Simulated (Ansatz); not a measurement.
# SiNH4ClO (SMILES N[SiH](O)Cl): r2SCAN0/6-31G(d) (spherical functions)

What is the vertical singlet–triplet gap of SiNH4ClO at r2SCAN0/6-31G* (spherical functions)? 

The calculation is run with Ansatz 0.2.0.

128 further runs of the same task are left out: 128 set aside as unsound or not needed.

### Step 1. The structure to begin with

The species is SiNH4ClO (8 atoms), meant as a singlet with charge 0. SMILES: `N[SiH](O)Cl`. The shape is that of a PBE0-D4/def2-TZVP optimisation. This is one conformer, not always the lowest.

Bond lengths: N1–Si2 1.700 Å, Si2–O3 1.631 Å, Si2–Cl4 2.058 Å, N1–H5 1.006 Å, N1–H6 1.007 Å, Si2–H7 1.474 Å, O3–H8 0.960 Å. Angles: N1–Si2–O3 111.2°, N1–Si2–Cl4 104.5°, O3–Si2–Cl4 112.6°, N1–Si2–H7 117.4°, O3–Si2–H7 103.8°, Cl4–Si2–H7 107.5°, Si2–N1–H5 120.7°, Si2–N1–H6 121.4°, Si2–O3–H8 116.7°, H5–N1–H6 112.4°.

### Step 2. The energy at r2SCAN0/6-31G(d) (spherical functions)

Input file job.yaml:

```yaml
crystal:
  periodic: [false, false, false]
  atoms:
    - {symbol: "N", position_ang: [-0.749800, 0.885600, -0.289000]}
    - {symbol: Si, position_ang: [0.524400, -0.226200, -0.115300]}
    - {symbol: O, position_ang: [0.551300, -0.861300, 1.386900]}
    - {symbol: Cl, position_ang: [0.173100, -1.641600, -1.566900]}
    - {symbol: H, position_ang: [-1.217200, 0.998000, -1.172700]}
    - {symbol: H, position_ang: [-0.806900, 1.712400, 0.283000]}
    - {symbol: H, position_ang: [1.896700, 0.277200, -0.308600]}
    - {symbol: H, position_ang: [-0.279500, -1.201200, 1.726700]}
basis:
  gaussian: {orbitals: 6-31G_st_-spherical.json}
hamiltonian: {xc: {name: r2SCAN0}}
accuracy: high
output: {orbitals: {seedname: orbitals}}
```

The basis set 6-31G* is read from a file made from the Basis Set Exchange's data (not shown).

Command:

```console
ansatz run job.yaml --threads 1 --pin off --max-ram 3480MiB --events-out events.jsonl --progress --plain --runs-dir runs
```

What it wrote:

```text
Warning: RAYON_NUM_THREADS=1 ignored (pool sized by the plan → 1); use --threads N
Functional definition: r2SCAN0
  name "r2SCAN0"
  parameter a = 0.25
  parameter k0 = 0.174
  parameter k1 = 0.065
  parameter a1 = 4.9479
  exchange = (1 - a)*r2scan_x(k0 = k0, k1 = k1, a1 = a1) + a*exact_x
  correlation = r2scan_c
1602 factors; integrals over basis functions are off by at most 3.7e-9 eV
mean field evaluation 1: about -23993.7125 eV, gradient 6.1e1 eV
mean field evaluation 2: about -23989.3317 eV, gradient 7.6e1 eV
mean field evaluation 4: about -24000.3884 eV, gradient 2.4e0 eV
mean field evaluation 8: about -24000.6187 eV, gradient 3.5e-1 eV
mean field evaluation 16: about -24000.6190 eV, gradient 1.3e-5 eV
mean field -24000.61900841 eV, -882.0064803554 hartree, gradient 6.3e-8 eV, S^2 0.000000; 0 other end points of the search recorded, 0 dependent functions left out
reference -24000.61900898 eV, -882.0064803760 hartree; 25, 25 occupied and 47, 47 virtual orbitals, 1602 factors
Total energy: -24000.61900898 eV, -882.0064803760 hartree
```

Wall time 7.2 s (1 thread of Intel Xeon 6975P-C (Granite Rapids), shared host); peak memory 0.3 GiB.

### Step 3. The triplet, same level

Input file in.yaml:

```yaml
crystal:
  periodic: [false, false, false]
  atoms:
    - {symbol: "N", position_ang: [-0.749800, 0.885600, -0.289000]}
    - {symbol: Si, position_ang: [0.524400, -0.226200, -0.115300]}
    - {symbol: O, position_ang: [0.551300, -0.861300, 1.386900]}
    - {symbol: Cl, position_ang: [0.173100, -1.641600, -1.566900]}
    - {symbol: H, position_ang: [-1.217200, 0.998000, -1.172700]}
    - {symbol: H, position_ang: [-0.806900, 1.712400, 0.283000]}
    - {symbol: H, position_ang: [1.896700, 0.277200, -0.308600]}
    - {symbol: H, position_ang: [-0.279500, -1.201200, 1.726700]}
basis:
  gaussian:
    orbitals: 6-31G_st_-spherical.json
magnetization:
  spin_polarized: true
  initial_magnetization: 2
hamiltonian:
  xc: {name: r2SCAN0}
accuracy: high
output:
  orbitals: {seedname: orbitals}
```

The basis set 6-31G* is read from a file made from the Basis Set Exchange's data (not shown).

Command:

```console
ansatz run in.yaml --threads 1 --pin off --max-ram 3480MiB --events-out events.jsonl --progress --plain --runs-dir runs
```

What it wrote:

```text
Warning: RAYON_NUM_THREADS=1 ignored (pool sized by the plan → 1); use --threads N
Functional definition: r2SCAN0
  name "r2SCAN0"
  parameter a = 0.25
  parameter k0 = 0.174
  parameter k1 = 0.065
  parameter a1 = 4.9479
  exchange = (1 - a)*r2scan_x(k0 = k0, k1 = k1, a1 = a1) + a*exact_x
  correlation = r2scan_c
1602 factors; integrals over basis functions are off by at most 3.7e-9 eV
mean field evaluation 1: about -23980.8488 eV, gradient 4.9e1 eV
mean field evaluation 2: about -23951.9472 eV, gradient 9.1e1 eV
mean field evaluation 4: about -23991.7831 eV, gradient 1.5e1 eV
mean field evaluation 8: about -23993.4495 eV, gradient 6.3e-1 eV
mean field evaluation 16: about -23993.4958 eV, gradient 6.2e-3 eV
mean field evaluation 32: about -23993.4958 eV, gradient 3.8e-6 eV
mean field -23993.49582284 eV, -881.7447081136 hartree, gradient 5.0e-8 eV, S^2 2.005339; 4 other end points of the search recorded, 0 dependent functions left out
reference -23993.49582435 eV, -881.7447081694 hartree; 26, 24 occupied and 46, 48 virtual orbitals, 1602 factors
Total energy: -23993.49582435 eV, -881.7447081694 hartree
```

It took 18 s on 1 thread of Intel Xeon 6975P-C (Granite Rapids), shared host; peak memory 0.5 GiB.

### Step 4. Summary of results

Level: r2SCAN0/6-31G* (spherical functions).

```
                                        quantity          value
                           singlet: total energy  -882.00648 Eh
                            singlet: HOMO energy       -8.06 eV
                            singlet: LUMO energy        1.85 eV
                          singlet: HOMO–LUMO gap        9.90 eV
                           triplet: total energy  -881.74471 Eh
     triplet: HOMO energy (highest over α and β)       -1.45 eV
                                   triplet: ⟨S²⟩          2.005
vertical energy of the triplet above the singlet       7.123 eV
```

What this shows: At this shape the triplet lies 7.12 eV (164 kcal/mol) above the singlet.
